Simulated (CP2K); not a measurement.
Wanted: the native input for a CP2K 2026.2 run.

* Task: band structure
* Functional: PBE
* Potentials or basis: POTENTIAL_UZH Pt GTH-PBE-q18, Se GTH-PBE-q6; DZVP-MOLOPT-PBE-GTH basis
* Density cutoff: 7483 eV
* k mesh: 8 × 8 × 8
* Occupations: fermi-dirac, width 0.05 eV
* Spin: no spin polarisation
* SCF solver: diagonalisation with k points
* Quickstep method: GPW
* EPS_DEFAULT: 1.0E-10
* EPS_SCF: 1.0E-6
* MAX_SCF: 100
* SCF_GUESS: ATOMIC
* k points reduced by the point group: yes
* Mesh centred on Gamma: yes
* CHOLESKY: OFF
* EPS_EIGVAL: 1.0E-7
* MIXING METHOD: BROYDEN_MIXING
* MIXING ALPHA: 0.4
* NBUFFER: 8
* NGRIDS: 4
* Basis sets: Pt DZVP-MOLOPT-PBE-GTH-q18, Se DZVP-MOLOPT-PBE-GTH-q6
* Potentials: Pt GTH-PBE-q18 of POTENTIAL_UZH, Se GTH-PBE-q6 of POTENTIAL_UZH
* ADDED_MOS: [13]
* Points a segment of the path (NPOINTS): 10
* Bands added on the path: 2
* REL_CUTOFF (Ry): 60 Ry
* MIXING BETA (1/bohr): 1.5 1/bohr
* CUTOFF of the grids: 550 Ry

The system is PtSe.

```
Pt Se
1.0
     3.95755    0.00000    0.00000
     1.97878    3.42734    0.00000
     1.97878    1.14245    3.23133
Pt Se
1 1
Direct
  0.50000 0.50000 0.50000
  0.00000 0.00000 0.00000
```

The cell comes from a database or a generator and needn't be the stable form of this composition.

One way to write it, as run:

ptse_bands.inp

```
&GLOBAL
  PROJECT ptse_bands
  RUN_TYPE ENERGY_FORCE
  PRINT_LEVEL LOW
&END GLOBAL
&FORCE_EVAL
  METHOD QS
  STRESS_TENSOR ANALYTICAL
  &DFT
    BASIS_SET_FILE_NAME BASIS_MOLOPT_UZH
    POTENTIAL_FILE_NAME POTENTIAL_UZH
    &MGRID
      CUTOFF 550
      REL_CUTOFF 60
      NGRIDS 4
    &END MGRID
    &QS
      METHOD GPW
      EPS_DEFAULT 1.0E-10
    &END QS
    &KPOINTS
      SCHEME MONKHORST-PACK 8 8 8
      GAMMA_CENTERED T
      SYMMETRY T
      SYMMETRY_BACKEND SPGLIB
    &END KPOINTS
    &SCF
      SCF_GUESS ATOMIC
      EPS_SCF 1.0E-6
      MAX_SCF 100
      ADDED_MOS 13
      CHOLESKY OFF
      EPS_EIGVAL 1.0E-7
      &DIAGONALIZATION ON
        ALGORITHM STANDARD
      &END DIAGONALIZATION
      &MIXING ON
        METHOD BROYDEN_MIXING
        ALPHA 0.4
        BETA 1.5
        NBUFFER 8
      &END MIXING
      &SMEAR ON
        METHOD FERMI_DIRAC
        ELECTRONIC_TEMPERATURE [K] 580.226
      &END SMEAR
    &END SCF
    &XC
      &XC_FUNCTIONAL PBE
      &END XC_FUNCTIONAL
    &END XC
    &PRINT
      &KPOINTS ON
      &END KPOINTS
      &MULLIKEN ON
      &END MULLIKEN
      &MO ON
        ENERGIES T
        OCCUPATION_NUMBERS T
        &EACH
          QS_SCF 0
        &END EACH
        ADD_LAST NUMERIC
      &END MO
      &BAND_STRUCTURE
        FILE_NAME bands.bs
        ADDED_MOS 2
        &KPOINT_SET
          UNITS B_VECTOR
          NPOINTS 10
          SPECIAL_POINT GAMMA 0.00000000 0.00000000 0.00000000
          SPECIAL_POINT X 0.50000000 0.00000000 0.50000000
          SPECIAL_POINT W 0.50000000 0.25000000 0.75000000
          SPECIAL_POINT K 0.37500000 0.37500000 0.75000000
          SPECIAL_POINT GAMMA 0.00000000 0.00000000 0.00000000
          SPECIAL_POINT L 0.50000000 0.50000000 0.50000000
          SPECIAL_POINT U 0.62500000 0.25000000 0.62500000
          SPECIAL_POINT W 0.50000000 0.25000000 0.75000000
          SPECIAL_POINT L 0.50000000 0.50000000 0.50000000
          SPECIAL_POINT K 0.37500000 0.37500000 0.75000000
        &END KPOINT_SET
        &KPOINT_SET
          UNITS B_VECTOR
          NPOINTS 10
          SPECIAL_POINT U 0.62500000 0.25000000 0.62500000
          SPECIAL_POINT X 0.50000000 0.00000000 0.50000000
        &END KPOINT_SET
      &END BAND_STRUCTURE
    &END PRINT
  &END DFT
  &SUBSYS
    &CELL
      A 3.9575509731 0.0000000000 0.0000000000
      B 1.9787754866 3.4273396795 0.0000000000
      C 1.9787754866 1.1424465598 3.2313268384
      PERIODIC XYZ
    &END CELL
    &COORD
      Pt  3.9575509732 2.2848931196 1.6156634192
      Se  0.0000000000 0.0000000000 0.0000000000
    &END COORD
    &KIND Pt
      BASIS_SET DZVP-MOLOPT-PBE-GTH-q18
      POTENTIAL GTH-PBE-q18
    &END KIND
    &KIND Se
      BASIS_SET DZVP-MOLOPT-PBE-GTH-q6
      POTENTIAL GTH-PBE-q6
    &END KIND
    &PRINT
      &ATOMIC_COORDINATES ON
      &END ATOMIC_COORDINATES
      &CELL ON
      &END CELL
      &SYMMETRY ON
      &END SYMMETRY
    &END PRINT
  &END SUBSYS
  &PRINT
    &FORCES ON
    &END FORCES
    &STRESS_TENSOR ON
    &END STRESS_TENSOR
  &END PRINT
&END FORCE_EVAL
```

Potentials or basis: POTENTIAL_UZH Pt GTH-PBE-q18, Se GTH-PBE-q6; DZVP-MOLOPT-PBE-GTH basis.

Run with:

```bash
$ OMP_NUM_THREADS=1 cp2k.psmp -i ptse_bands.inp -o ptse_bands.out
```

Results of the run:

The pressure is -14.0 GPa. The band gap on the k mesh is none (metal or under the smearing width) and the mulliken charges are Pt -0.24; Se +0.24 e.

Caveat: Mulliken charges move with the basis; spin-orbit coupling is left out, which moves the levels of the heavy elements; the basis of atomic orbitals isn't converged, which shifts pressures, moduli and gaps.

Run time: 28 s on 1 thread of Arm Neoverse V1, with other jobs on the host, peak memory 0.31 GiB.
